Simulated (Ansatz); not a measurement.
A nudged elastic band was laid between two geometries of a periodic cell of 33 atoms, Al₃₂C (host Al, host structure fcc, interstitial C).

The calculation used Ansatz 0.2.0, DFT LDA, scalar-relativistic, plane waves, PAW. Settings: cutoff 420 eV, k mesh 2x2x2, gaussian smearing 0.15 eV, no spin polarisation.

```
movable images  : 2
climbing image  : no
spring          : 5.0 eV/Å²
optimiser       : quadratic models (default)
start path      : default
force threshold : 0.05 eV/Å
iteration limit : 49
end points      : relaxed
```

Initial state:

```xyz
33
Lattice="8.1000 0.0000 0.0000 0.0000 8.1000 0.0000 0.0000 0.0000 8.1000" Properties=species:S:1:pos:R:3
Al 4.052 0.087 -0.001
Al 6.097 2.025 0.000
Al 6.111 0.037 2.062
Al -0.001 0.021 0.000
Al 2.004 2.025 0.000
Al 4.052 3.963 -0.001
Al 6.163 6.074 -0.001
Al 1.991 0.034 2.059
Al 4.050 2.025 2.046
Al 6.112 4.012 2.063
Al 4.050 0.021 4.050
Al 6.067 2.025 4.049
Al 6.112 0.038 6.037
Al -0.001 4.028 0.000
Al 1.939 6.074 -0.001
Al 0.002 2.024 2.015
Al 1.990 4.015 2.060
Al 4.052 6.074 2.112
Al 0.002 -0.010 4.049
Al 2.036 2.024 4.049
Al 4.051 4.028 4.050
Al 6.097 6.075 4.050
Al 1.990 0.035 6.040
Al 4.051 2.025 6.053
Al 6.113 4.011 6.036
Al -0.001 6.075 2.046
Al 0.002 4.059 4.049
Al 2.004 6.075 4.050
Al 0.002 2.024 6.084
Al 1.989 4.014 6.039
Al 4.052 6.074 5.988
Al -0.001 6.075 6.053
C 4.052 6.074 -0.001
```

Final state:

```xyz
33
Lattice="8.1000 0.0000 0.0000 0.0000 8.1000 0.0000 0.0000 0.0000 8.1000" Properties=species:S:1:pos:R:3
Al 4.136 0.004 0.003
Al 6.075 2.049 0.002
Al 6.075 0.002 2.048
Al -0.088 0.003 0.003
Al 2.024 2.116 0.003
Al 4.071 4.049 0.001
Al 6.075 6.055 0.001
Al 2.024 0.003 2.115
Al 4.090 2.065 2.065
Al 6.074 4.053 2.018
Al 4.071 0.001 4.049
Al 6.074 2.019 4.053
Al 6.075 0.001 6.055
Al -0.022 4.049 0.001
Al 2.024 5.991 0.003
Al -0.042 2.067 2.067
Al 2.024 4.049 2.049
Al 4.085 6.039 2.059
Al -0.022 0.002 4.049
Al 2.024 2.049 4.049
Al 4.039 4.053 4.053
Al 6.074 6.089 4.053
Al 2.024 0.004 5.991
Al 4.086 2.059 6.039
Al 6.074 4.053 6.088
Al -0.037 6.038 2.061
Al 0.008 4.053 4.053
Al 2.025 6.055 4.049
Al -0.038 2.062 6.037
Al 2.025 4.049 6.055
Al 4.079 6.045 6.045
Al -0.030 6.043 6.043
C 2.023 8.105 0.005
```

(1) Which bonds break or form, and what moves?

(2) Give the energies along the band, and the barrier.

(3) What is the geometry of the highest image?

Answers

(1) Contacts lost: Al6–C33, Al7–C33, Al18–C33, Al31–C33. Contacts made: Al4–C33, Al5–C33, Al8–C33, Al23–C33. The atom that moves furthest is C33, by 2.87 Å.

(2) It converged. The highest image is number 1 of 0 to 3, 0.83 eV above the ends, which have the same energy within 2 meV. No image climbed, so the highest image needn't sit at the top of the path. Limits of this set-up: coarse k mesh.

```json
{"image": "0", "path coordinate (Å)": "0.00", "energy (eV)": "0.00", "Al6–C33 (Å)": "2.11", "Al7–C33 (Å)": "2.11", "Al18–C33 (Å)": "2.11"}
{"image": "1", "path coordinate (Å)": "1.08", "energy (eV)": "0.83", "Al6–C33 (Å)": "2.83", "Al7–C33 (Å)": "2.83", "Al18–C33 (Å)": "2.14"}
{"image": "2", "path coordinate (Å)": "2.17", "energy (eV)": "0.83", "Al6–C33 (Å)": "3.71", "Al7–C33 (Å)": "3.71", "Al18–C33 (Å)": "2.81"}
{"image": "3", "path coordinate (Å)": "3.25", "energy (eV)": "0.00", "Al6–C33 (Å)": "4.53", "Al7–C33 (Å)": "4.54", "Al18–C33 (Å)": "3.57"}
```

(3) 
```xyz
33
Lattice="8.1000 0.0000 0.0000 0.0000 8.1000 0.0000 0.0000 0.0000 8.1000" Properties=species:S:1:pos:R:3
Al 4.255 0.350 0.000
Al 6.174 2.084 0.000
Al 6.121 0.001 2.084
Al -0.028 0.014 0.000
Al 2.012 2.054 0.000
Al 4.077 3.977 0.000
Al 6.149 6.049 0.000
Al 2.001 0.025 1.990
Al 4.055 2.047 2.106
Al 6.067 4.059 2.018
Al 4.028 -0.020 4.050
Al 6.089 2.032 4.050
Al 6.121 0.001 6.017
Al -0.058 3.952 0.000
Al 1.676 5.870 0.000
Al 0.005 2.021 2.035
Al 2.025 4.005 2.084
Al 4.052 6.074 1.935
Al 0.009 -0.004 4.050
Al 2.030 2.017 4.050
Al 4.063 4.068 4.051
Al 6.058 6.063 4.051
Al 2.001 0.025 6.110
Al 4.055 2.047 5.995
Al 6.067 4.059 6.083
Al -0.021 6.070 2.106
Al -0.006 4.037 4.050
Al 2.046 6.098 4.050
Al 0.005 2.021 6.065
Al 2.025 4.005 6.017
Al 4.052 6.074 6.167
Al -0.021 6.070 5.995
C 3.403 6.723 0.002
```

Run time: 2.1 min on 2 threads of Intel(R) Xeon(R) Platinum 8259CL CPU @ 2.50GHz (Skylake/Cascade Lake) (shared host), peak memory 1.5 GiB.
